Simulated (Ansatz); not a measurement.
# TaAs: the cost of one run

Method: DFT PBE, scalar-relativistic, plane waves, PAW, in Ansatz 0.2.0.

1 further run of the same task is left out (set aside as unsound or not needed).

## 1. Starting point

It takes space group I4_1md (No. 109, tetragonal). The conventional cell has a = 3.463 Å, b = 3.463 Å, c = 11.735 Å, α = 90.00°, β = 90.00°, γ = 90.00°. Ta (site symmetry 2mm) is surrounded by 6 As at 2.62 to 2.63 Å. As (site symmetry 2mm) is surrounded by 6 Ta at 2.62 to 2.63 Å.

Coordinates:

```
Ta As
1.0
    -1.73145    1.73145    5.86729
     1.73145   -1.73145    5.86729
     1.73145    1.73145   -5.86729
Ta As
2 2
Direct
  0.50017 0.00017 0.50000
  0.75017 0.75017 0.00000
  0.08243 0.58243 0.50000
  0.33243 0.33243 0.00000
```

It goes back to an entry of the Materials Project.

It is the result of an earlier relaxation at this level (volume 17.59 Å³/atom; gap on the mesh: none (metal)).

## 2. Bulk reference on the slab's mesh

input.yaml reads:

```yaml
crystal:
  lattice:
    - [3.4628971701, 0.0, 0.0]
    - [0.0, 3.4628971701, 0.0]
    - [1.731448585, -1.731448585, 5.8672939481]
  atoms:
    - { symbol: Ta, position: [0.4998258004, 1.0001741996, 1.0003483992] }
    - { symbol: Ta, position: [0.2498258004, 0.7501741996, 0.5003483992] }
    - { symbol: As, position: [0.9175747796, 0.5824252204, 0.1648504408] }
    - { symbol: As, position: [0.6675747796, 0.3324252204, 0.6648504408] }
basis:
  ecutwfc: 420
kpoints:
  mp_grid: { grid: [10, 10, 6] }
hamiltonian:
  xc: pbe
scf:
  occupations: { method: gaussian, width: 0.1 }
output:
  forces: true
  stress: true
  eigenvalues: true
  write_density: true
  write_potential: true
  elf: true
  volumetric_format: npy
```

On the command line:

```bash
$ ansatz run input.yaml --threads 2 --pin off --max-ram 5120MiB --backend cpu --events-out ev --progress --plain --runs-dir out
```

What time and memory should one allow on 2 threads of AMD EPYC 9R45 (Zen 5), shared host?

About 6.7 s, with a peak of 0.61 GiB.
